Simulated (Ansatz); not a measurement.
Working through a ranking of structure types by relaxed energy of TiI2 on several prototypes

Program: the Ansatz DFT code, driven from Python.

At the Python prompt:
```pycon
>>> import ansatz
>>> import numpy as np
>>> import spglib
>>> def fluorite(A, B, a):
...     return (
...         ansatz.Lattice.fcc(a)
...         .space_group(225)
...         .atom(A, [0, 0, 0])
...         .atom(B, [0.25, 0.25, 0.25])
...         .primitive()
...     )
...
>>> def alb2(first, second, a):
...     return (
...         ansatz.Lattice.from_parameters(a, a, 1.1 * a, alpha=90, beta=90, gamma=120)
...         .space_group(191)
...         .atom(first, [0, 0, 0])
...         .atom(second, [1 / 3, 2 / 3, 0.5])
...     )
...
>>> def cdi2(first, second, a):
...     return (
...         ansatz.Lattice.from_parameters(a, a, 1.6 * a, alpha=90, beta=90, gamma=120)
...         .space_group(164)
...         .atom(first, [0, 0, 0])
...         .atom(second, [1 / 3, 2 / 3, 0.25])
...     )
...
>>> def solve(name, crystal):
...     calc = (
...         crystal.calculation()
...         .functional('pbesol')
...         .basis(520)
...         .kpoints(spacing=0.3)
...         .occupations('gaussian', width=0.1)
...         .stress()
...         .band_table()
...     )
...     calc = calc.relax(force_tolerance=0.02, max_steps=40, cell=True)
...     return calc.run(threads=1)
...
>>> def relaxed_twice(name, crystal):
...     # the second pass draws mesh and plane waves anew for the relaxed cell
...     first = solve(name, crystal)
...     again = ansatz.Crystal(lattice=ansatz.Lattice.of(first.lattice.cell_ang))
...     for site in first.report['lattice']['sites']:
...         again = again.atom(site['symbol'], site['position_frac'])
...     return solve(name, again)
...
>>> def space_group(outcome):
...     sites = outcome.report['lattice']['sites']
...     kinds = sorted({site['symbol'] for site in sites})
...     cell = (outcome.lattice.cell_ang, [site['position_frac'] for site in sites], [kinds.index(site['symbol']) for site in sites])
...     return spglib.get_spacegroup(cell, symprec=0.01)
...
>>> def pressure_gpa(outcome):
...     return float(np.trace(outcome.report['stress_gpa']) / 3)
...
>>> # a is a first guess in angstrom
>>> phases = {}
>>> phases['fluorite'] = fluorite('Ti', 'I', 6.99)
>>> phases['AlB2'] = alb2('Ti', 'I', 4.4)
>>> phases['CdI2'] = cdi2('Ti', 'I', 4.14)
>>> done = {}
>>> for name, crystal in phases.items():
...     try:
...         done[name] = relaxed_twice(name, crystal)
...     except ansatz.NonConvergedError as error:
...         print(name, 'did not converge:', str(error)[:120])
...

>>> energy = {name: o.report['energy_sigma0_ev'] / len(o.lattice.sites) for name, o in done.items()}
>>> lowest = min(energy.values())
>>> rows = [(name, len(o.lattice.sites), 1000 * (energy[name] - lowest), space_group(o), pressure_gpa(o)) for name, o in done.items()]
>>> rows.sort(key=lambda row: row[2])
>>> print('     phase       atoms  dE (meV/atom)  space group     P (GPa)')
     phase       atoms  dE (meV/atom)  space group     P (GPa)
>>> for row in rows:
...     print(f'{str(row[0]):>10}  {row[1]:10d}  {row[2]:13.1f}  {str(row[3]):>11}  {row[4]:10.2f}')
...
      CdI2           3            0.0  P-3m1 (164)       -0.00
  fluorite           3          524.4  Fm-3m (225)       -0.00
      AlB2           3         1482.9  P6/mmm (191)        0.02
```

By space group at the end of each run: P-3m1 (+0 meV an atom, 29.2 Å³), Fm-3m (+524 meV an atom, 28.1 Å³) and P6/mmm (+1480 meV an atom, 28.2 Å³).

What to keep in mind:
- Pressure is positive in compression.
- The cells are built on prototypes, so most aren't the phase found in nature. Rows bear the name of their start, and a relaxation keeps or raises the symmetry. Differences under about 40 meV an atom lie within the error of mesh and functional.
- It ran for 2.5 min on 1 thread of Arm Neoverse V2, on a shared host, peak memory 0.53 GiB.

(Lines on the test bed's own set-up are left out of the output.)
